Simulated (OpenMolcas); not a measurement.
# Ir⁴⁺ among point charges: CASSCF and CASPT2 levels and susceptibility

How does a field of 6 point charges split the states of Ir⁴⁺, and what χT follows?

Program: OpenMolcas 26.06. Level of theory: state-averaged CASSCF and CASPT2, spin-orbit coupling by RASSI with atomic mean-field integrals. These are calculated values, not measurements, unless marked.

## 1. The atom as given

* Species: Ir⁴⁺ (iridium, Z = 77, 73 electrons)
* Basis: ANO-RCC-VTZP [8s7p5d3f1g], 84 functions
* Scalar Hamiltonian: DKH2, point nucleus
* Inactive shells: 1s 2s 2p 3s 3p 3d 4s 4p 4d 4f 5s 5p
* Active space: 5 electrons in 5 orbitals (5d)
* Some configurations of this space: 5d5
* Orbitals: optimised for each spin and parity, averaged over all roots

Outer shells as boxes (Hund's rule):

5d5
```
5d [↑ ][↑ ][↑ ][↑ ][↑ ]
```

The ion sits among 6 point charges of -1.7 e arranged as an octahedron (Oh), 2.03 Å from the ion.

Each step is its own input file, run in one work folder so that later steps find the files of earlier ones. Labels, J, g values, rates, χT and fits are worked out afterwards by a script from the matrices that RASSI stores. The input lists half of the charges; inversion (Group=XYZ) makes the rest.

## 2. GATEWAY and SEWARD: basis and integrals

File a.inp:

```
&GATEWAY
Coord
1

Ir 0.0 0.0 0.0
Basis=ANO-RCC-VTZP
Group=XYZ
NoMove
AngMom=0.0 0.0 0.0
AMFI
XField
3 Angstrom 0
2.030000 0.000000 0.000000 -1.700000
0.000000 2.030000 0.000000 -1.700000
0.000000 0.000000 2.030000 -1.700000
&SEWARD
```

## 3. Reference wave functions, sextets of even parity, 1 root

File a.inp:

```
&RASSCF
FileOrb=start.orb
Symmetry=1
Spin=6
nActEl=5 0 0
Inactive=15 19
Ras2=5 0
CIRoot=1 1 1
SDav=1
CIMx=300
Iter=120 100
PrWF=0.3
OrbListing=Nothing
MaxOrb=0
>>> COPY $Project.JobIph JOB001
```

start.orb holds the contracted functions of the basis, ordered by shell, or the orbitals of the step before.

## 4. Reference wave functions, quartets of even parity, 24 roots

File a.inp:

```
&RASSCF
FileOrb=start.orb
Symmetry=1
Spin=4
nActEl=5 0 0
Inactive=15 19
Ras2=5 0
CIRoot=24 24 1
SDav=24
CIMx=300
Iter=120 100
PrWF=0.3
OrbListing=Nothing
MaxOrb=0
>>> COPY $Project.JobIph JOB002
```

## 5. Reference wave functions, doublets of even parity, 75 roots

File a.inp:

```
&RASSCF
FileOrb=start.orb
Symmetry=1
Spin=2
nActEl=5 0 0
Inactive=15 19
Ras2=5 0
CIRoot=75 75 1
SDav=75
CIMx=300
Iter=120 100
PrWF=0.3
OrbListing=Nothing
MaxOrb=0
>>> COPY $Project.JobIph JOB003
```

## 6. RASSI: spin-orbit coupling between the states

File a.inp:

```
&RASSI
NrOfJobIphs=3 1 24 75
1
1 2 3 4 5 6 7 8 9 10 11 12 13 14 15 16 17 18 19 20 21 22 23 24
1 2 3 4 5 6 7 8 9 10 11 12 13 14 15 16 17 18 19 20 21 22 23 24 25 26 27
28 29 30 31 32 33 34 35 36 37 38 39 40 41 42 43 44 45 46 47 48 49 50 51
52 53 54 55 56 57 58 59 60 61 62 63 64 65 66 67 68 69 70 71 72 73 74 75
IphNames
JOB001
JOB002
JOB003
EJob
SpinOrbit
DIPRint=1.0
SOCoupling=1000.0
Subsets=2
Property=9
'ANGMOM' 1 'ANGMOM' 2 'ANGMOM' 3 'MLTPL  1' 1 'MLTPL  1' 2 'MLTPL  1' 3
'AMFI' 1 'AMFI' 2 'AMFI' 3
SOProperty=3
'ANGMOM' 1 'ANGMOM' 2 'ANGMOM' 3
```

## 7. CASPT2: IPEA 0.25, imaginary shift 0.1 (closed shells correlated: 5s 5p)

File a.inp:

```
>>> COPY JOB001 $Project.JobIph
&CASPT2
Multistate=1 1
Frozen=14 16
IPEA=0.25
Imaginary=0.1
MaxIter=60
WThr=0.0 0.3 0.05
PrWF=0.5
NoMix
>>> COPY JOB002 $Project.JobIph
&CASPT2
Multistate=24 1 2 3 4 5 6 7 8 9 10 11 12 13 14 15 16 17 18 19 20 21 22
23 24
NoMult
Frozen=14 16
IPEA=0.25
Imaginary=0.1
MaxIter=60
WThr=0.0 0.3 0.05
PrWF=0.5
NoMix
>>> COPY JOB003 $Project.JobIph
&CASPT2
Multistate=75 1 2 3 4 5 6 7 8 9 10 11 12 13 14 15 16 17 18 19 20 21 22
23 24 25 26 27 28 29 30 31 32 33 34 35 36 37 38 39 40 41 42 43 44 45 46
47 48 49 50 51 52 53 54 55 56 57 58 59 60 61 62 63 64 65 66 67 68 69 70
71 72 73 74 75
NoMult
Frozen=14 16
IPEA=0.25
Imaginary=0.1
MaxIter=60
WThr=0.0 0.3 0.05
PrWF=0.5
NoMix
```

(Steps that only read results are left out.)

Before running it: what results should come out? Wanted: spin-free ground state; lowest level; next level.

As calculated:

```
                 quantity                                                                        value
                   method  SS-CASPT2, IPEA 0.25, imaginary shift 0.1 (closed shells correlated: 5s 5p)
   spin-free ground state                                              6A1, 1-fold in its orbital part
             lowest level                                              2-fold Γ7, g = 3.18, 3.18, 3.18
               next level                                                                   196.2 cm⁻¹
              χT at 300 K                                                               3.85 cm³ K/mol
effective moment at 300 K                                                                      5.55 μB
```

Cost by method:

| method | time of its own steps | time with the reference |
| --- | --- | --- |
| A. CASSCF | 26 s | 26 s |
| B. SS-CASPT2, IPEA 0.25, imaginary shift 0.1, +5s 5p | 18 s | 44 s |

Times are of one thread on a shared host.

The spin-free ground state (6A1) comes to 100 % from free-ion S terms and keeps the highest spin of the shell. χT at 300 K is 3.85, against 4.39 cm³ K/mol for the spin alone, so spin-orbit coupling lowers it. An active space of the d shell alone favours high spin; real ions in strong fields can be low spin. A ligand-field fit to the states below 45000 cm-1 gives 10Dq = 7339 cm-1, B = 713 cm-1 and C = 3516 cm-1 (C/B = 4.93), with a deviation of 415 cm-1. CASPT2 does not keep the components of a term degenerate, and the means are used. The field of point charges can differ much from that of real complexes. With metal d orbitals alone active, the gaps between spin states are rough; where two lie within a few thousand cm-1, their order is open. This is an electrostatic model: the charges have no orbitals.
